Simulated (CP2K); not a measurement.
Crystal: HPbNO4.

```
H Pb N O
1.0
     3.85778    0.00000    0.00000
    -0.04303    5.53506    0.00000
    -0.41973   -1.73538    5.78618
H Pb N O
1 1 1 4
Direct
  0.10913 0.65718 0.54463
  0.61029 0.52127 0.15100
  0.91580 0.96263 0.95867
  0.01384 0.13639 0.88084
  0.72398 0.01057 0.12858
  0.00389 0.73732 0.87043
  0.11927 0.59324 0.37651
```

The cell was built by a generator and needn't be a form met in nature.

Base run:

| Item | Value |
| --- | --- |
| Program | CP2K 2026.2 |
| Functional | vdW-DF-cx |
| Potentials or basis | POTENTIAL_UZH H GTH-PBE-q1, Pb GTH-PBE-q4, N GTH-PBE-q5, O GTH-PBE-q6; TZVP-MOLOPT-PBE-GTH basis |
| Density cutoff | 13606 eV |
| k mesh | 7 × 5 × 5 |
| Occupations | fermi-dirac, width 0.05 eV |
| Spin | no spin polarisation |

Its results: band gap on the k mesh 3.13 eV, indirect (least direct gap 3.20 eV).

Question: The run is repeated on the same cell with these changes: functional from vdW-DF-cx to TB-mBJ. What comes out?

Answer: Band gap on the k mesh 3.54 eV, indirect (least direct gap 3.61 eV).

Caveats: spin-orbit coupling is left out, which as a rule narrows the gap of such compounds by several tenths of an eV; the basis of atomic orbitals isn't converged, which shifts pressures, moduli and gaps; this is a model potential without an energy functional, so only levels have meaning (some runs).

A k mesh can miss the band edges.

Not every run made on this cell is shown here.
